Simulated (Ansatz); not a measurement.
**Molecular dynamics of Mg₄Te₃S**

The input (input.yaml):

```yaml
crystal:
  lattice:
    - [9.00758, 0.0, 0.0]
    - [0.0, 9.07368, 0.0]
    - [0.0, 0.0, 12.629561]
  atoms:
    - { symbol: Mg, position: [0.0, 0.274199, 0.4907295] }
    - { symbol: Mg, position: [0.25, 0.0, 0.2458125] }
    - { symbol: Mg, position: [0.0, 0.725801, 0.4907295] }
    - { symbol: Mg, position: [0.25, 0.5, 0.2700305] }
    - { symbol: Te, position: [0.25, 0.261547, 0.1252005] }
    - { symbol: Te, position: [0.0, 0.0, 0.378673] }
    - { symbol: Te, position: [0.25, 0.738453, 0.1252005] }
    - { symbol: S, position: [0.0, 0.5, 0.3736235] }
    - { symbol: Mg, position: [0.0, 0.274199, 0.9907295] }
    - { symbol: Mg, position: [0.25, 0.0, 0.7458125] }
    - { symbol: Mg, position: [0.0, 0.725801, 0.9907295] }
    - { symbol: Mg, position: [0.25, 0.5, 0.7700305] }
    - { symbol: Te, position: [0.25, 0.261547, 0.6252005] }
    - { symbol: Te, position: [0.0, 0.0, 0.878673] }
    - { symbol: Te, position: [0.25, 0.738453, 0.6252005] }
    - { symbol: S, position: [0.0, 0.5, 0.8736235] }
    - { symbol: Mg, position: [0.5, 0.274199, 0.4907295] }
    - { symbol: Mg, position: [0.75, 0.0, 0.2458125] }
    - { symbol: Mg, position: [0.5, 0.725801, 0.4907295] }
    - { symbol: Mg, position: [0.75, 0.5, 0.2700305] }
    - { symbol: Te, position: [0.75, 0.261547, 0.1252005] }
    - { symbol: Te, position: [0.5, 0.0, 0.378673] }
    - { symbol: Te, position: [0.75, 0.738453, 0.1252005] }
    - { symbol: S, position: [0.5, 0.5, 0.3736235] }
    - { symbol: Mg, position: [0.5, 0.274199, 0.9907295] }
    - { symbol: Mg, position: [0.75, 0.0, 0.7458125] }
    - { symbol: Mg, position: [0.5, 0.725801, 0.9907295] }
    - { symbol: Mg, position: [0.75, 0.5, 0.7700305] }
    - { symbol: Te, position: [0.75, 0.261547, 0.6252005] }
    - { symbol: Te, position: [0.5, 0.0, 0.878673] }
    - { symbol: Te, position: [0.75, 0.738453, 0.6252005] }
    - { symbol: S, position: [0.5, 0.5, 0.8736235] }
basis:
  ecutwfc: 420.0
kpoints:
  mp_grid: { grid: [1, 1, 1] }
hamiltonian:
  xc: pbesol
scf:
  occupations: { method: fermi_dirac, width: 0.05 }
  lower_state_search: "off"
md:
  timestep: 2
  n_steps: 400
  ensemble: nve
  temperature: 3000.0
  initial_velocities: maxwell_boltzmann
  seed: 271203
```

Launched with:

```bash
$ ansatz run input.yaml --threads 4 --pin off --max-ram 10240MiB --backend cpu --events-out ev --progress --plain --runs-dir out
```

It starts from a structure without forces on its atoms.

Output, in part (step lines):

```
md step     0: t =     0.00 fs  T =  3000.0 K  F+E_penalty+E_count = -116975.59889370 eV  E_kin = 12.021180 eV  conserved = -116963.57771380 eV  (8 SCF iters)
md step     1: t =     2.00 fs  T =  2985.5 K  F+E_penalty+E_count = -116975.54036854 eV  E_kin = 11.963059 eV  conserved = -116963.57730942 eV  (8 SCF iters)
md step     2: t =     4.00 fs  T =  2942.0 K  F+E_penalty+E_count = -116975.36543588 eV  E_kin = 11.788609 eV  conserved = -116963.57682680 eV  (8 SCF iters)
md step     3: t =     6.00 fs  T =  2871.2 K  F+E_penalty+E_count = -116975.08140638 eV  E_kin = 11.505206 eV  conserved = -116963.57620084 eV  (8 SCF iters)
md step     4: t =     8.00 fs  T =  2775.8 K  F+E_penalty+E_count = -116974.69833412 eV  E_kin = 11.122980 eV  conserved = -116963.57535429 eV  (8 SCF iters)
md step     5: t =    10.00 fs  T =  2659.2 K  F+E_penalty+E_count = -116974.22998920 eV  E_kin = 10.655764 eV  conserved = -116963.57422497 eV  (5 SCF iters)
md step     6: t =    12.00 fs  T =  2526.0 K  F+E_penalty+E_count = -116973.69459709 eV  E_kin = 10.121800 eV  conserved = -116963.57279660 eV  (3 SCF iters)
md step     7: t =    14.00 fs  T =  2381.7 K  F+E_penalty+E_count = -116973.11493099 eV  E_kin = 9.543813 eV  conserved = -116963.57111811 eV  (3 SCF iters)
[... lines left out ...]
```

The steps, from the saved trajectory:

```tsv
time (fs)	T (K)	potential energy less start (eV)	conserved less start (meV/atom)
0	3000	0.000	0.00
26	1639	5.466	0.40
52	1575	5.717	0.24
78	1426	6.315	0.24
104	959	8.189	0.32
130	1163	7.371	0.26
156	1217	7.151	0.24
182	989	8.066	0.30
208	1198	7.226	0.23
234	1069	7.747	0.27
260	1011	7.981	0.29
286	1148	7.429	0.26
312	1124	7.524	0.28
338	1228	7.109	0.26
364	1202	7.214	0.27
390	1264	6.963	0.27
416	1401	6.414	0.24
442	1228	7.110	0.27
468	1180	7.304	0.31
494	1226	7.119	0.28
520	1233	7.090	0.28
546	1364	6.563	0.24
572	1235	7.082	0.25
598	1079	7.708	0.28
624	1236	7.078	0.27
650	1176	7.317	0.28
676	1051	7.819	0.27
702	964	8.167	0.29
728	966	8.161	0.29
754	1035	7.881	0.25
780	1101	7.620	0.28
```

The run went to its last step. The conserved energy stayed within 0.41 meV per atom of its start (net change 0.26 meV per atom), so the integration is sound. A run of 0.8 ps of so small a system gives no equilibrium averages. Limits of this set-up: coarse k mesh.

Mean squared displacements from the first frame to the last, about the centre of mass: Mg 1.96 Å², Te 1.10 Å², S 0.87 Å².

Last frame:

```xyz
32
Lattice="9.0076 0.0000 0.0000 0.0000 9.0737 0.0000 0.0000 0.0000 12.6296" Properties=species:S:1:pos:R:3
Mg 0.597 3.656 6.904
Mg 2.170 0.104 2.980
Mg 0.448 6.045 4.856
Mg 4.409 4.159 1.792
Te 2.356 2.344 0.767
Te 0.159 -0.289 4.730
Te 2.286 6.266 2.275
S -0.390 3.779 4.542
Mg 0.231 3.835 12.339
Mg 1.872 0.390 10.916
Mg -0.062 7.049 13.239
Mg 2.944 5.673 9.373
Te 1.523 2.648 9.578
Te -0.842 0.379 12.181
Te 2.581 5.672 6.777
S -0.379 5.774 11.251
Mg 4.990 2.347 6.189
Mg 7.108 1.098 3.373
Mg 4.448 6.534 4.659
Mg 7.261 4.735 3.001
Te 6.731 2.929 1.118
Te 4.731 0.131 4.408
Te 6.561 7.327 2.184
S 5.099 4.208 4.194
Mg 4.238 2.538 10.795
Mg 7.809 -0.951 9.849
Mg 5.981 6.642 12.207
Mg 6.470 4.640 9.220
Te 6.007 2.003 8.575
Te 4.232 -0.580 10.530
Te 7.374 6.595 7.604
S 4.801 4.773 10.685
```

Run time: 14 min on 4 threads of Intel(R) Xeon(R) Platinum 8488C (Sapphire Rapids) (shared host), peak memory 1.2 GiB.
